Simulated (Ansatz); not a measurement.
# Li+ with GaCl₃: superposition error and deformation, part 1 of 2

How much of this pair's binding is borrowed basis, and how much do the fragments pay to take the shapes they have in the pair?

Computed with Ansatz 0.2.0, Gaussian basis. Level: PBE0-D4 structures, single points in def2-TZVPPD.

Levels: PBE-D4, revPBE-D4, BLYP-D4, r2SCAN-D4, B97M-V, PBE0-D4, B3LYP-D4, HSE06-D4, wB97X-V, wB97M-V, B2PLYP, Hartree-Fock, MP2, CCSD, CCSD(T).

Cores are frozen in the correlated methods. Filled d shells of the heavier atoms are correlated. The outer core shell of Li, Na, Mg and K is correlated. B3LYP uses VWN-RPA correlation. B2PLYP carries no dispersion term here.

130 further runs of the same task are left out: 1 that didn't finish, 129 set aside as unsound or not needed. Runs told in other sessions of the task aren't counted.

## 1. The system as given

The relaxed pair: 5 atoms, charge 1, spin multiplicity 1.

Atoms are counted from 1 here; the program's logs count them from 0.

Bond lengths: Li1–Cl4 2.378 Å, Li1–Cl5 2.378 Å, Cl2–Ga3 2.061 Å, Ga3–Cl4 2.159 Å, Ga3–Cl5 2.159 Å. Angles: Cl4–Li1–Cl5 90.2°, Cl2–Ga3–Cl4 128.8°, Cl2–Ga3–Cl5 128.8°, Cl4–Ga3–Cl5 102.5°, Li1–Cl4–Ga3 83.7°, Li1–Cl5–Ga3 83.7°.

Coordinates:

```xyz
5
Cl3GaLi
Li    0.25319   -0.46845   -2.23356
Cl   -0.30800    0.56998    2.71986
Ga   -0.08100    0.14992    0.71465
Cl    1.49350    0.77005   -0.62681
Cl   -1.35759   -1.02151   -0.57424
```

Atoms 1 to 1 are fragment A (Li+), the rest fragment B (GaCl₃). From earlier runs, pair energy (eV) and counterpoise interaction (kJ/mol):

| method | E(pair) | interaction |
| --- | --- | --- |
| PBE-D4 | -90127.29340 | -130.95 |
| revPBE-D4 | -90140.54833 | -128.58 |
| BLYP-D4 | -90152.96660 | -130.79 |
| r2SCAN-D4 | -90148.34346 | -120.24 |
| B97M-V | -90132.03401 | -121.87 |
| PBE0-D4 | -90131.51955 | -130.24 |
| B3LYP-D4 | -90153.90929 | -131.11 |
| HSE06-D4 | -90130.86495 | -130.18 |
| wB97X-V | -90140.55374 | -125.63 |
| wB97M-V | -90146.39734 | -126.90 |
| B2PLYP | -90130.56156 | -125.12 |
| Hartree-Fock | -90049.16414 | -116.95 |
| MP2 | -90071.16838 | -117.29 |
| CCSD(T) | -90073.31841 | -117.35 |

First each fragment is run alone in its own basis, frozen in the shape it has in the pair (a, b).

## 2. wB97X-V/def2-TZVPPD

a/in.yaml

```yaml
crystal:
  periodic: [false, false, false]
  atoms:
    - {symbol: Li, position_ang: [0.253191, -0.468448, -2.233560]}
basis:
  gaussian: {orbitals: "def2-TZVPPD.json"}
total_charge: 1
hamiltonian: {xc: {name: wB97X-V}}
```

b/in.yaml

```yaml
crystal:
  periodic: [false, false, false]
  atoms:
    - {symbol: Cl, position_ang: [-0.308000, 0.569982, 2.719863]}
    - {symbol: Ga, position_ang: [-0.081002, 0.149921, 0.714651]}
    - {symbol: Cl, position_ang: [1.493503, 0.770052, -0.626814]}
    - {symbol: Cl, position_ang: [-1.357592, -1.021507, -0.574241]}
basis:
  gaussian: {orbitals: "def2-TZVPPD.json"}
hamiltonian: {xc: {name: wB97X-V}}
```

The basis file named in the input lies beside it (Basis Set Exchange, JSON).

The same command starts each run, in its folder.

Run with:

```bash
ansatz run in.yaml --threads 4 --pin off --events-out ev --progress --plain --max-ram 9574MiB
```

Output in a:

```text
Functional definition: wB97X-V
  name "wB97X-V"
  cite "Mardirossian & Head-Gordon, Phys. Chem. Chem. Phys. 16, 9904 (2014) doi:10.1039/C3CP54374A"
  cite "Becke, J. Chem. Phys. 107, 8554 (1997) doi:10.1063/1.475007"
  cite "Vydrov & Van Voorhis, J. Chem. Phys. 133, 244103 (2010) doi:10.1063/1.3521275"
  parameter omega = 0.3/bohr
  parameter cx = 0.167
  parameter cx1 = 0.603
  parameter cx2 = 1.194
  parameter css0 = 0.556
  parameter css1 = -0.257
  parameter cos0 = 1.219
  parameter cos1 = -1.850
  parameter b = 6.0
  parameter c = 0.01
  exchange = spin_sum(e_x_unif_sr(omega)*poly(b97_u_x, 1 - cx, cx1, cx2)) + cx*exact_x_sr(omega) + exact_x_lr(omega)
  correlation = spin_sum(e_c_pw_same_spin*poly(b97_u_same, css0, css1))
      + integral(e_c_pw_opposite_spin*poly(b97_u_opposite, cos0, cos1)) + vv10(b, c)
139 factors; their error is unknown
50 factors; integrals over basis functions are off by at most 2.1e-4 eV
mean field evaluation 1: about -198.0572 eV, gradient 3.5e-1 eV
mean field evaluation 2: about -198.0572 eV, gradient 3.5e-1 eV
mean field evaluation 4: about -198.0572 eV, gradient 3.0e-2 eV
mean field evaluation 8: about -198.0572 eV, gradient 4.4e-7 eV
mean field -198.05722125 eV, -7.2784686331 hartree, gradient 4.4e-7 eV, S^2 0.000000; 0 other end points of the search recorded, 0 dependent functions left out
reference -198.05722091 eV, -7.2784686203 hartree; 1, 1 occupied and 21, 21 virtual orbitals, 139 factors
Total energy: -198.05722091 eV, -7.2784686203 hartree
```

Output in b (excerpt; [...] marks lines left out):

```text
[... 5 set-up lines as earlier in the session ...]
[...]
      + integral(e_c_pw_opposite_spin*poly(b97_u_opposite, cos0, cos1)) + vv10(b, c)
1391 factors; their error is unknown
266 factors; integrals over basis functions are off by at most 6.4e-5 eV
[...]
mean field -89941.18982611 eV, -3305.2777617814 hartree, gradient 2.6e-5 eV, S^2 0.000000; 0 other end points of the search recorded, 0 dependent functions left out
reference -89941.18982269 eV, -3305.2777616558 hartree; 41, 41 occupied and 166, 166 virtual orbitals, 1391 factors
Total energy: -89941.18982269 eV, -3305.2777616558 hartree
```

Wall times: 0.25 s (a), 7 s (b) on 4 threads of Arm Neoverse V1, shared host; peak memory 0.69 GiB.

## 3. wB97M-V/def2-TZVPPD

The same edit goes into each in.yaml of step 2 (a, b):

```diff
-hamiltonian: {xc: {name: wB97X-V}}
+hamiltonian: {xc: {name: wB97M-V}}
```

Each run has its own folder and the same command.

Run with:

```bash
ansatz run in.yaml --threads 4 --pin off --events-out ev --progress --plain --max-ram 9574MiB
```

a printed (excerpt; [...] marks lines left out):

```text
Functional definition: wB97M-V
  name "wB97M-V"
  cite "Mardirossian & Head-Gordon, J. Chem. Phys. 144, 214110 (2016) doi:10.1063/1.4952647"
[... 2 set-up lines as earlier in the session ...]
  # Of w^i u^j: cxij and so on, Table III.
[...]
  gx(w, u) = 1 - cx + cx01*u + cx10*w
  gss(w, u) = css00 + css04*u^4 + css10*w + css20*w^2 + css43*w^4*u^3
  gos(w, u) = cos00 + cos10*w + (cos20 + cos21*u)*w^2 + (cos60 + cos61*u)*w^6
[...]
      + integral(e_c_pw_mod_opposite_spin*gos(b97_w_opposite, b97_u_opposite)) + vv10(b, c)
139 factors; their error is unknown
50 factors; integrals over basis functions are off by at most 2.1e-4 eV
[...]
mean field -197.98566991 eV, -7.2758391695 hartree, gradient 3.9e-7 eV, S^2 0.000000; 0 other end points of the search recorded, 0 dependent functions left out
reference -197.98567899 eV, -7.2758395033 hartree; 1, 1 occupied and 21, 21 virtual orbitals, 139 factors
Total energy: -197.98567899 eV, -7.2758395033 hartree
```

b printed (excerpt; [...] marks lines left out):

```text
[... 5 set-up lines as earlier in the session ...]
  # Of w^i u^j: cxij and so on, Table III.
[...]
  gx(w, u) = 1 - cx + cx01*u + cx10*w
  gss(w, u) = css00 + css04*u^4 + css10*w + css20*w^2 + css43*w^4*u^3
  gos(w, u) = cos00 + cos10*w + (cos20 + cos21*u)*w^2 + (cos60 + cos61*u)*w^6
[...]
      + integral(e_c_pw_mod_opposite_spin*gos(b97_w_opposite, b97_u_opposite)) + vv10(b, c)
1388 factors; their error is unknown
266 factors; integrals over basis functions are off by at most 6.4e-5 eV
[...]
mean field -89947.09183508 eV, -3305.4946566107 hartree, gradient 2.5e-5 eV, S^2 0.000000; 0 other end points of the search recorded, 0 dependent functions left out
reference -89947.09192207 eV, -3305.4946598074 hartree; 41, 41 occupied and 166, 166 virtual orbitals, 1388 factors
Total energy: -89947.09192207 eV, -3305.4946598074 hartree
```

They took 0.25 s (a), 8.5 s (b) on 4 threads of Arm Neoverse V1, shared host; peak memory 0.71 GiB.

## 4. B2PLYP/def2-TZVPPD

Each input of step 3 (a, b) changes in the same lines:

```diff
-hamiltonian: {xc: {name: wB97M-V}}
+hamiltonian: {xc: {name: B2PLYP}}
```

Each run has its own folder and the same command.

Run with:

```bash
ansatz run in.yaml --threads 4 --pin off --events-out ev --progress --plain --max-ram 9574MiB
```

Output in a:

```text
Functional definition: B2PLYP
  name "B2PLYP"
  cite "Grimme, J. Chem. Phys. 124, 034108 (2006) doi:10.1063/1.2148954"
  cite "Becke, Phys. Rev. A 38, 3098 (1988) doi:10.1103/PhysRevA.38.3098"
  cite "Lee, Yang & Parr, Phys. Rev. B 37, 785 (1988) doi:10.1103/PhysRevB.37.785"
  parameter a = 0.53
  parameter c = 0.27
  exchange = (1 - a)*b88_x + a*exact_x
  correlation = (1 - c)*lyp_c + c*(mp2_os + mp2_ss)
115 factors; integrals over basis functions are off by at most 1.7e-4 eV
mean field evaluation 1: about -197.7856 eV, gradient 2.2e-1 eV
mean field evaluation 2: about -197.7856 eV, gradient 2.2e-1 eV
mean field evaluation 4: about -197.7856 eV, gradient 9.7e-5 eV
mean field evaluation 8: about -197.7856 eV, gradient 7.8e-6 eV
mean field -197.78564506 eV, -7.2684883920 hartree, gradient 7.8e-6 eV, S^2 0.000000; 0 other end points of the search recorded, 0 dependent functions left out
reference -197.78567180 eV, -7.2684893745 hartree; 1, 1 occupied and 21, 21 virtual orbitals, 115 factors
second order -0.88875546 eV of doubles, -0.00000000 eV of singles
Total energy: -198.02563577 eV, -7.2773078880 hartree
```

Log of b (excerpt; [...] marks lines left out):

```text
[... 5 set-up lines as earlier in the session ...]
[...]
1236 factors; integrals over basis functions are off by at most 1.0e-3 eV
[...]
mean field -89924.21885941 eV, -3304.6540902586 hartree, gradient 9.0e-6 eV, S^2 0.000000; 0 other end points of the search recorded, 0 dependent functions left out
24 core orbitals not correlated: weight in the atoms' cores, before any rotation towards them, 1.000 or more for the frozen orbitals, at most 0.000 for the correlated occupied ones
reference -89924.21904524 eV, -3304.6540970877 hartree; 17, 17 occupied and 166, 166 virtual orbitals, 1236 factors
second order -25.94919880 eV of doubles, -0.00000000 eV of singles
Total energy: -89931.22532892 eV, -3304.9115732638 hartree
```

Wall times: 0.15 s (a), 5 s (b) on 4 threads of Arm Neoverse V1, shared host; peak memory 0.55 GiB.

## 5. B97M-V/def2-TZVPPD

Each input of step 4 (a, b) changes in the same lines:

```diff
-hamiltonian: {xc: {name: B2PLYP}}
+hamiltonian: {xc: {name: B97M-V}}
```

Each run has its own folder and the same command.

Run with:

```bash
ansatz run in.yaml --threads 4 --pin off --events-out ev --progress --plain --max-ram 9574MiB
```

Log of a (excerpt; [...] marks lines left out):

```text
Functional definition: B97M-V
  name "B97M-V"
  cite "Mardirossian & Head-Gordon, J. Chem. Phys. 142, 074111 (2015) doi:10.1063/1.4907719"
[... 2 set-up lines as earlier in the session ...]
  # Of w^i u^j: cxij and so on, Table III.
[...]
  gx(w, u) = cx00 + cx01*u + cx02*u^2 + (cx10 + cx11*u)*w
  gss(w, u) = css00 + css02*u^2 + css10*w + (css32*w^3 + css42*w^4)*u^2
  gos(w, u) = cos00 + cos01*u + cos03*u^3 + cos10*w + cos32*w^3*u^2
[...]
      + integral(e_c_pw_mod_opposite_spin*gos(b97_w_opposite, b97_u_opposite)) + vv10(b, c)
139 factors; their error is unknown
[...]
mean field -198.92348132 eV, -7.3103031035 hartree, gradient 4.7e-7 eV, S^2 0.000000; 0 other end points of the search recorded, 0 dependent functions left out
reference -198.92348931 eV, -7.3103033968 hartree; 1, 1 occupied and 21, 21 virtual orbitals, 139 factors
Total energy: -198.92348931 eV, -7.3103033968 hartree
```

Log of b (excerpt; [...] marks lines left out):

```text
[... 5 set-up lines as earlier in the session ...]
  # Of w^i u^j: cxij and so on, Table III.
[...]
  gx(w, u) = cx00 + cx01*u + cx02*u^2 + (cx10 + cx11*u)*w
  gss(w, u) = css00 + css02*u^2 + css10*w + (css32*w^3 + css42*w^4)*u^2
  gos(w, u) = cos00 + cos01*u + cos03*u^3 + cos10*w + cos32*w^3*u^2
[...]
      + integral(e_c_pw_mod_opposite_spin*gos(b97_w_opposite, b97_u_opposite)) + vv10(b, c)
1348 factors; their error is unknown
[...]
mean field -89931.84333470 eV, -3304.9342845575 hartree, gradient 3.4e-5 eV, S^2 0.000000; 0 other end points of the search recorded, 0 dependent functions left out
reference -89931.84343499 eV, -3304.9342882428 hartree; 41, 41 occupied and 166, 166 virtual orbitals, 1348 factors
Total energy: -89931.84343499 eV, -3304.9342882428 hartree
```

They took 0.2 s (a), 6.5 s (b) on 4 threads of Arm Neoverse V1, shared host.

## 6. CCSD(T)/def2-TZVPPD

Each input of step 5 (a, b) changes in the same lines:

```diff
-hamiltonian: {xc: {name: B97M-V}}
+correlation: {method: ccsd_t}
```

The same command starts each run, in its folder.

Run with:

```bash
ansatz run in.yaml --threads 4 --pin off --events-out ev --progress --plain --max-ram 9574MiB
```

a printed:

```text
Functional definition: HF
  name "HF"
  cite "Fock, Z. Phys. 61, 126 (1930) doi:10.1007/BF01340294"
  parent pbe
  exchange = exact_x
  correlation = 0
115 factors; integrals over basis functions are off by at most 1.7e-4 eV
mean field evaluation 1: about -196.9117 eV, gradient 2.2e-2 eV
mean field evaluation 2: about -196.9117 eV, gradient 2.2e-2 eV
mean field evaluation 4: about -196.9117 eV, gradient 9.3e-7 eV
mean field -196.91172360 eV, -7.2363723707 hartree, gradient 9.3e-7 eV, S^2 0.000000; 0 other end points of the search recorded, 0 dependent functions left out
reference -196.91172360 eV, -7.2363723707 hartree; 1, 1 occupied and 21, 21 virtual orbitals, 115 factors
second order -0.81477337 eV of doubles, -0.00000000 eV of singles
cycle   1  -0.91492215 eV  change   -1.0e-1 eV  update   6.4e-3
cycle   2  -0.93093315 eV  change   -1.6e-2 eV  update   1.1e-3
cycle   3  -0.93078795 eV  change    1.5e-4 eV  update   9.2e-5
cycle   4  -0.93078954 eV  change   -1.6e-6 eV  update   4.4e-6
cycle   5  -0.93079009 eV  change   -5.5e-7 eV  update   7.2e-7
perturbative correction 0.00000000 eV, 0.0000000000 hartree
Total energy: -197.84251369 eV, -7.2705782757 hartree
```

Output in b (excerpt; [...] marks lines left out):

```text
[... 4 set-up lines as earlier in the session ...]
[...]
1236 factors; integrals over basis functions are off by at most 1.0e-3 eV
[...]
mean field -89851.03650782 eV, -3301.9646884424 hartree, gradient 2.4e-6 eV, S^2 0.000000; 0 other end points of the search recorded, 0 dependent functions left out
24 core orbitals not correlated: weight in the atoms' cores, before any rotation towards them, 1.000 or more for the frozen orbitals, at most 0.000 for the correlated occupied ones
reference -89851.03650782 eV, -3301.9646884424 hartree; 17, 17 occupied and 166, 166 virtual orbitals, 1236 factors
second order -21.15527875 eV of doubles, -0.00000000 eV of singles
cycle   1  -21.57835710 eV  change   -4.2e-1 eV  update   9.9e-2
[...]
cycle   8  -22.18541069 eV  change   -2.0e-5 eV  update   2.8e-5
perturbative correction -1.00068270 eV, -0.0367744110 hartree
Total energy: -89874.22260121 eV, -3302.8167616586 hartree
```

They took 0.1 s (a), 67 s (b) on 4 threads of Arm Neoverse V1, shared host; peak memory 2.5 GiB.

## 7. Relaxing GaCl₃ alone

relax-b/in.yaml

```yaml
crystal:
  periodic: [false, false, false]
  atoms:
    - {symbol: Cl, position_ang: [-0.308000, 0.569982, 2.719863]}
    - {symbol: Ga, position_ang: [-0.081002, 0.149921, 0.714651]}
    - {symbol: Cl, position_ang: [1.493503, 0.770052, -0.626814]}
    - {symbol: Cl, position_ang: [-1.357592, -1.021507, -0.574241]}
basis:
  gaussian: {orbitals: def2-TZVP}
hamiltonian: {xc: pbe0, dispersion: d4}
relax: {f_tol: 0.005, max_steps: 200}
```

Run with:

```bash
ansatz run in.yaml --threads 4 --pin off --events-out ev --progress --plain --max-ram 9574MiB
```

Output (excerpt; [...] marks lines left out):

```text
Functional definition: PBE0
  name "PBE0"
  cite "Adamo & Barone, J. Chem. Phys. 110, 6158 (1999) doi:10.1063/1.478522"
  cite "Perdew, Burke & Ernzerhof, Phys. Rev. Lett. 77, 3865 (1996) doi:10.1103/PhysRevLett.77.3865"
[... 1 set-up line as earlier in the session ...]
[...]
1217 factors; their error is unknown
[...]
mean field -89932.37094571 eV, -3304.9536739046 hartree, gradient 4.7e-5 eV, S^2 0.000000; 0 other end points of the search recorded, 0 dependent functions left out
[...]
reference -89932.37097243 eV, -3304.9536748863 hartree; 41, 41 occupied and 118, 118 virtual orbitals, 1217 factors
relax step   1: F+E_penalty+E_count = -89932.50132482 eV  Δ(F+E_penalty+E_count) = +0.000e0 eV  max|allowed force component| = 2.021e0 eV/Å  Δτ_max = 0.0000 Å  (24 SCF iters, accepted)
[...]
relax step   4: F+E_penalty+E_count = -89932.69068635 eV  Δ(F+E_penalty+E_count) = -4.313e-3 eV  max|allowed force component| = 1.063e-2 eV/Å  Δτ_max = 0.0138 Å  (25 SCF iters, accepted)
[...]
relax step   5: F+E_penalty+E_count = -89932.69071236 eV  Δ(F+E_penalty+E_count) = -2.601e-5 eV  max|allowed force component| = 4.407e-4 eV/Å  Δτ_max = 0.0019 Å  (27 SCF iters, accepted)
1217 factors; their error is unknown
mean field -89932.55989518 eV, -3304.9606176693 hartree, gradient 5.0e-5 eV, S^2 0.000000; 1 other end points of the search recorded, 0 dependent functions left out
[...]
reference -89932.55992227 eV, -3304.9606186650 hartree; 41, 41 occupied and 118, 118 virtual orbitals, 1217 factors
Total energy: -89932.69073945 eV, -3304.9654261077 hartree
Atom 0 at    -0.295868     0.547539     2.612643 Å, force     0.000013    -0.000023    -0.000113 eV/Å
Atom 1 at    -0.063279     0.117124     0.558423 Å, force     0.000051    -0.000093    -0.000441 eV/Å
Atom 2 at     1.601218     0.874738    -0.497348 Å, force     0.000270     0.000248     0.000271 eV/Å
Atom 3 at    -1.495162    -1.070954    -0.440259 Å, force    -0.000333    -0.000131     0.000282 eV/Å
Dipole moment:    -0.000009     0.000017     0.000081 e Å
```

Run time: 14 s. Hardware: 4 threads of Arm Neoverse V1, shared host.

Step by step:

```
step  energy from step 1 (eV)  largest force component (eV/Å)
   1                   0.0000                          2.0207
   2                  -0.1631                          0.8385
   3                  -0.1850                          0.2311
   4                  -0.1894                          0.0106
   5                  -0.1894                          0.0004
```

Close pairs (by a distance rule), those that changed most:

| bond | before (Å) | after (Å) | change (Å) |
| --- | --- | --- | --- |
| Cl1–Ga2 | 2.061 | 2.112 | +0.050 |
| Ga2–Cl4 | 2.159 | 2.112 | -0.048 |
| Ga2–Cl3 | 2.159 | 2.112 | -0.048 |

## 8. PBE-D4/def2-TZVPPD

free-b/in.yaml

```yaml
crystal:
  periodic: [false, false, false]
  atoms:
    - {symbol: Cl, position_ang: [-0.295868, 0.547539, 2.612643]}
    - {symbol: Ga, position_ang: [-0.063279, 0.117124, 0.558423]}
    - {symbol: Cl, position_ang: [1.601218, 0.874738, -0.497348]}
    - {symbol: Cl, position_ang: [-1.495162, -1.070954, -0.440259]}
basis:
  gaussian: {orbitals: "def2-TZVPPD.json"}
hamiltonian: {xc: pbe, dispersion: d4}
```

Run with:

```bash
ansatz run in.yaml --threads 4 --pin off --events-out ev --progress --plain --max-ram 9574MiB
```

Output:

```text
Functional definition: PBE
  name "PBE"
[... 2 set-up lines as earlier in the session ...]
  parameter kappa = 0.804
  parameter beta = 0.06672455060314922
  exchange = pbe_x(kappa = kappa, mu = beta*pi^2/3)
  correlation = pbe_c(beta = beta)
1348 factors; their error is unknown
mean field evaluation 1: about -89926.1627 eV, gradient 4.1e1 eV
mean field evaluation 2: about -89921.5646 eV, gradient 7.4e1 eV
mean field evaluation 4: about -89928.5078 eV, gradient 1.7e0 eV
mean field evaluation 8: about -89928.4852 eV, gradient 1.2e-2 eV
mean field -89928.48521684 eV, -3304.8108760023 hartree, gradient 8.3e-5 eV, S^2 0.000000; 0 other end points of the search recorded, 0 dependent functions left out
reference -89928.48528624 eV, -3304.8108785529 hartree; 41, 41 occupied and 166, 166 virtual orbitals, 1348 factors
Total energy: -89928.63610041 eV, -3304.8164208712 hartree
```

It took 1.9 s on 4 threads of Arm Neoverse V1, shared host.

## 9. r2SCAN-D4/def2-TZVPPD

free-b/in.yaml, as its differences from that of step 8:

```diff
@@ -9,2 +9,2 @@
   gaussian: {orbitals: "def2-TZVPPD.json"}
-hamiltonian: {xc: pbe, dispersion: d4}
+hamiltonian: {xc: r2scan, dispersion: d4}
```

Run with:

```bash
ansatz run in.yaml --threads 4 --pin off --events-out ev --progress --plain --max-ram 9574MiB
```

Output:

```text
Functional definition: r2SCAN
  name "r2SCAN"
  cite "Furness, Kaplan, Ning, Perdew & Sun, J. Phys. Chem. Lett. 11, 8208 (2020) doi:10.1021/acs.jpclett.0c02405"
  cite "Furness, Kaplan, Ning, Perdew & Sun, J. Phys. Chem. Lett. 11, 9248 (2020) doi:10.1021/acs.jpclett.0c03077"
  parent r2scan
  parameter k0 = 0.174
  parameter k1 = 0.065
  parameter a1 = 4.9479
  exchange = r2scan_x(k0 = k0, k1 = k1, a1 = a1)
  correlation = r2scan_c
1348 factors; their error is unknown
mean field evaluation 1: about -89947.4208 eV, gradient 3.4e1 eV
mean field evaluation 2: about -89945.1008 eV, gradient 5.6e1 eV
mean field evaluation 4: about -89949.1431 eV, gradient 1.1e0 eV
mean field evaluation 8: about -89949.1095 eV, gradient 1.9e-2 eV
mean field evaluation 16: about -89949.1095 eV, gradient 4.4e-5 eV
mean field -89949.10946083 eV, -3305.5688029893 hartree, gradient 4.4e-5 eV, S^2 0.000000; 0 other end points of the search recorded, 0 dependent functions left out
reference -89949.10948803 eV, -3305.5688039891 hartree; 41, 41 occupied and 166, 166 virtual orbitals, 1348 factors
Total energy: -89949.14251241 eV, -3305.5700176124 hartree
```

Wall time 4.2 s (4 threads of Arm Neoverse V1, shared host).

## 10. PBE0-D4/def2-TZVPPD

free-b/in.yaml, as its differences from that of step 9:

```diff
@@ -9,2 +9,3 @@
   gaussian: {orbitals: "def2-TZVPPD.json"}
-hamiltonian: {xc: r2scan, dispersion: d4}
+hamiltonian: {xc: pbe0, dispersion: d4}
+output: {orbitals: {seedname: orbitals}}
```

Run with:

```bash
ansatz run in.yaml --threads 4 --pin off --events-out ev --progress --plain --max-ram 9574MiB
```

Output (excerpt; [...] marks lines left out):

```text
[... 5 set-up lines as earlier in the session ...]
  parameter a = 0.25
[... 2 set-up lines as earlier in the session ...]
  exchange = (1 - a)*pbe_x(kappa = kappa, mu = beta*pi^2/3) + a*exact_x
[... 1 set-up line as earlier in the session ...]
1426 factors; their error is unknown
mean field evaluation 1: about -89930.7941 eV, gradient 3.1e1 eV
mean field evaluation 2: about -89929.6420 eV, gradient 4.5e1 eV
mean field evaluation 4: about -89932.3271 eV, gradient 6.1e-1 eV
mean field evaluation 8: about -89932.6025 eV, gradient 1.8e-1 eV
mean field evaluation 16: about -89932.6026 eV, gradient 1.9e-5 eV
mean field -89932.60256238 eV, -3304.9621856602 hartree, gradient 1.9e-5 eV, S^2 0.000000; 0 other end points of the search recorded, 0 dependent functions left out
reference -89932.60261637 eV, -3304.9621876440 hartree; 41, 41 occupied and 166, 166 virtual orbitals, 1426 factors
Total energy: -89932.73343354 eV, -3304.9669950864 hartree
```

Wall time 3.5 s (4 threads of Arm Neoverse V1, shared host); peak memory 0.71 GiB.

(Continued in part 2 of 2.)
